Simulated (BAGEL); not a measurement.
# CH2GeN (SMILES N#[C][GeH2]): UHF/STO-3G (density fitting with qzvpp-jkfit)

What is the electronic atomisation energy of CH2GeN at UHF/STO-3G (density fitting with qzvpp-jkfit)? 

The results are computed with BAGEL 1.2.2.

21 further runs of the same task are left out: 3 that didn't finish, 18 set aside as unsound or not needed.

### 1 The system as given

CH2GeN: 5 atoms, total charge 0, spin state doublet. SMILES: `N#[C][GeH2]`. Geometry: relaxed at PBE0-D4/def2-TZVP.

Bond lengths: N1–C2 1.154 Å, C2–Ge3 1.912 Å, Ge3–H4 1.534 Å, Ge3–H5 1.534 Å. Angles: N1–C2–Ge3 175.5°, C2–Ge3–H4 108.2°, C2–Ge3–H5 108.2°, H4–Ge3–H5 114.7°.

### 2 The energy at UHF/STO-3G (density fitting with qzvpp-jkfit)

The input, calc.json:

```json
{ "bagel": [

{
  "title": "molecule",
  "basis": "sto-3g",
  "df_basis": "qzvpp-jkfit",
  "angstrom": true,
  "geometry": [
    { "atom": "N", "xyz": [       1.590700,      -1.029300,       1.293200 ] },
    { "atom": "C", "xyz": [       0.838400,      -0.535900,       0.570400 ] },
    { "atom": "Ge", "xyz": [      -0.315900,       0.241400,      -0.740100 ] },
    { "atom": "H", "xyz": [      -1.658900,      -0.498000,      -0.695900 ] },
    { "atom": "H", "xyz": [      -0.404300,       1.748400,      -0.468900 ] }
  ]
},

{
  "title": "uhf",
  "nopen": 1
},

{
  "title": "print",
  "file": "orbitals.molden",
  "orbitals": true
}

]}
```

Launch:

```bash
$ BAGEL_NUM_THREADS=1 BAGEL calc.json > calc.out
```

Output:

```text
* using 1 threads per process

  ===============================================================
  ===============================================================

  *** Geometry ***

  { "atom" : "N", "xyz" : [      3.005987,     -1.945095,      2.443794 ] },
  { "atom" : "C", "xyz" : [      1.584346,     -1.012704,      1.077900 ] },
  { "atom" : "Ge", "xyz" : [     -0.596964,      0.456180,     -1.398586 ] },
  { "atom" : "H", "xyz" : [     -3.134867,     -0.941084,     -1.315060 ] },
  { "atom" : "H", "xyz" : [     -0.764016,      3.303997,     -0.886093 ] },

  Number of auxiliary basis functions:      454

  Since a DF basis is specified, we compute 2- and 3-index integrals:
    o Being stored without compression. Storage requirement is 0.003 GB

  Number of basis functions:       30
  Number of electrons      :       47

    * METHOD: MOLECULE                             0.20

  *** Open-shell HF ***

  === Nuclear Repulsion ===
   137.5848711912

      * DIIS with orbital gradients will be used.

  === UHF iteration (sto-3g) ===
      0      -2143.90684574          0.04295524           0.04
      1      -2143.94396296          0.04022115           0.04
      2      -2143.95863677          0.03685586           0.04
      3      -2144.01890236          0.00108236           0.04
      4      -2144.01942495          0.00020147           0.04
      5      -2144.01958180          0.00010759           0.04
      6      -2144.01974679          0.00008706           0.04
      7      -2144.02002558          0.00007369           0.04
      8      -2144.02034035          0.00006326           0.04
      9      -2144.02099088          0.00002794           0.04
     10      -2144.02112986          0.00001426           0.04
     11      -2144.02117810          0.00001101           0.04
     12      -2144.02122562          0.00001039           0.05
     13      -2144.02125193          0.00000916           0.04
     14      -2144.02126404          0.00000897           0.04
     15      -2144.02128756          0.00000841           0.04
     16      -2144.02130712          0.00000742           0.04
     17      -2144.02131387          0.00000665           0.04
     18      -2144.02132758          0.00000538           0.04
     19      -2144.02134156          0.00000358           0.04
     20      -2144.02134460          0.00000183           0.04
     21      -2144.02134407          0.00000122           0.04
     22      -2144.02134453          0.00000096           0.04
     23      -2144.02134485          0.00000033           0.04
     24      -2144.02134486          0.00000020           0.04
     25      -2144.02134486          0.00000012           0.04
     26      -2144.02134486          0.00000008           0.04
     27      -2144.02134486          0.00000004           0.04
     28      -2144.02134486          0.00000002           0.04
     29      -2144.02134486          0.00000001           0.04
    * SCF iteration converged.

    * S^2 (UHF) is 0.8951

    * Permanent dipole moment:
           (    0.798339,    -0.552968,     1.057369) a.u.

    * METHOD: UHF                                  1.48

    * METHOD: PRINT                                0.00

  ===============================================================
```

Run time: 1.9 s. Hardware: 1 thread of Intel Xeon Platinum 8259CL at 2.50GHz (Skylake/Cascade Lake), shared host.

### 3 The C atom at the same level

The input, calc.json:

```json
{ "bagel": [

{
  "title": "molecule",
  "basis": "sto-3g",
  "df_basis": "qzvpp-jkfit",
  "angstrom": true,
  "geometry": [
    { "atom": "C", "xyz": [       0.000000,       0.000000,       0.000000 ] }
  ]
},

{
  "title": "uhf",
  "nopen": 2
},

{
  "title": "print",
  "file": "orbitals.molden",
  "orbitals": true
}

]}
```

Launch:

```bash
$ BAGEL_NUM_THREADS=1 BAGEL calc.json > calc.out
```

Output:

```text
* using 1 threads per process

  ===============================================================
  ===============================================================

  *** Geometry ***

  { "atom" : "C", "xyz" : [      0.000000,      0.000000,      0.000000 ] },

  Number of auxiliary basis functions:       75

  Since a DF basis is specified, we compute 2- and 3-index integrals:
    o Being stored without compression. Storage requirement is 0.000 GB

  Number of basis functions:        5
  Number of electrons      :        6

    * METHOD: MOLECULE                             0.02

  *** Open-shell HF ***

  === Nuclear Repulsion ===
     0.0000000000

      * DIIS with orbital gradients will be used.

  === UHF iteration (sto-3g) ===
      0        -37.19852448          0.00000000           0.00
    * SCF iteration converged.

    * S^2 (UHF) is 2.0000

    * Permanent dipole moment:
           (    0.000000,     0.000000,    -0.000000) a.u.

    * METHOD: UHF                                  0.02

    * METHOD: PRINT                                0.00

  ===============================================================
```

It took 0.26 s on 1 thread of Intel Xeon Platinum 8259CL at 2.50GHz (Skylake/Cascade Lake), shared host.

### 4 The Ge atom at the same level

The input, job.json:

```json
{ "bagel": [

{
  "title": "molecule",
  "basis": "sto-3g",
  "df_basis": "qzvpp-jkfit",
  "angstrom": "true",
  "geometry": [
    { "atom": "Ge", "xyz": [       0.000000,       0.000000,       0.000000 ] }
  ]
},

{ "title": "uhf", "nopen": 2 },

{ "title": "print", "file": "orbitals.molden", "orbitals": "true" }

]}
```

Run the same way, it converges to -2051.63677 Eh (log not shown).

### 5 The H atom, same level

The input, calc.json:

```json
{ "bagel": [

{
  "title": "molecule",
  "basis": "sto-3g",
  "df_basis": "qzvpp-jkfit",
  "angstrom": true,
  "geometry": [
    { "atom": "H", "xyz": [       0.000000,       0.000000,       0.000000 ] }
  ]
},

{ "title": "uhf", "charge": 0, "nopen": 1 },

{ "title": "print", "file": "orbitals.molden", "orbitals": true }

]}
```

Launch:

```bash
$ BAGEL_NUM_THREADS=1 BAGEL calc.json > calc.out
```

Output:

```text
* using 1 threads per process

  ===============================================================
  ===============================================================

  *** Geometry ***

  { "atom" : "H", "xyz" : [      0.000000,      0.000000,      0.000000 ] },

  Number of auxiliary basis functions:       18

  Since a DF basis is specified, we compute 2- and 3-index integrals:
    o Being stored without compression. Storage requirement is 0.000 GB

  Number of basis functions:        1
  Number of electrons      :        1

    * METHOD: MOLECULE                             0.01

  *** Open-shell HF ***

  === Nuclear Repulsion ===
     0.0000000000

      * DIIS with orbital gradients will be used.

  === UHF iteration (sto-3g) ===
      0         -0.46658185          0.00000000           0.00
    * SCF iteration converged.

    * S^2 (UHF) is 0.7500

    * Permanent dipole moment:
           (    0.000000,     0.000000,     0.000000) a.u.

    * METHOD: UHF                                  0.01

    * METHOD: PRINT                                0.00

  ===============================================================
```

Wall time 0.24 s (1 thread of Intel Xeon Platinum 8259CL at 2.50GHz (Skylake/Cascade Lake), shared host).

### 6 The N atom at the same level

The input, input.json:

```json
{ "bagel" : [

{
  "title" : "molecule",
  "basis" : "sto-3g",
  "df_basis" : "qzvpp-jkfit",
  "angstrom" : true,
  "geometry" : [
    { "atom" : "N", "xyz" : [    0.000000,    0.000000,    0.000000 ] }
  ]
},
{
  "title" : "uhf",
  "nopen" : 3
},
{
  "title" : "print",
  "file" : "orbitals.molden",
  "orbitals" : true
}

]}
```

Launch:

```bash
$ BAGEL_NUM_THREADS=1 BAGEL input.json > input.out
```

Output:

```text
* using 1 threads per process

  ===============================================================
  ===============================================================

  *** Geometry ***

  { "atom" : "N", "xyz" : [      0.000000,      0.000000,      0.000000 ] },

  Number of auxiliary basis functions:       77

  Since a DF basis is specified, we compute 2- and 3-index integrals:
    o Being stored without compression. Storage requirement is 0.000 GB

  Number of basis functions:        5
  Number of electrons      :        7

    * METHOD: MOLECULE                             0.02

  *** Open-shell HF ***

  === Nuclear Repulsion ===
     0.0000000000

      * DIIS with orbital gradients will be used.

  === UHF iteration (sto-3g) ===
      0        -53.71911891          0.00000000           0.00
    * SCF iteration converged.

    * S^2 (UHF) is 3.7500

    * Permanent dipole moment:
           (   -0.000000,     0.000000,    -0.000000) a.u.

    * METHOD: UHF                                  0.02

    * METHOD: PRINT                                0.00

  ===============================================================
```

It took 0.26 s on 1 thread of Intel Xeon Platinum 8259CL at 2.50GHz (Skylake/Cascade Lake), shared host.

### 7 Results

Level: UHF/STO-3G (density fitting with qzvpp-jkfit).

```
                     quantity           value
       molecule: total energy  -2144.02134 Eh
      molecule: dipole moment          3.65 D
               molecule: ⟨S²⟩           0.895
         C atom: total energy    -37.19852 Eh
        C atom: dipole moment          0.00 D
                 C atom: ⟨S²⟩           2.000
        Ge atom: total energy  -2051.63677 Eh
       Ge atom: dipole moment          0.00 D
                Ge atom: ⟨S²⟩           2.000
         H atom: total energy     -0.46658 Eh
        H atom: dipole moment          0.00 D
                 H atom: ⟨S²⟩           0.750
         N atom: total energy    -53.71912 Eh
        N atom: dipole moment          0.00 D
                 N atom: ⟨S²⟩           3.750
electronic atomisation energy       14.525 eV
```

**Reading.** Taking the molecule apart into free atoms costs 14.52 eV (1401 kJ/mol), before zero-point energy and without spin-orbit coupling. Hartree–Fock lacks the correlation of the bonding pairs, which as a rule makes this value much too low; in minimal bases other errors can mask that. In a minimal basis such a difference can be off by several eV, whatever the method. ⟨S²⟩ (molecule) is 0.90 where a pure doublet has 0.75: the reference is spin-contaminated.
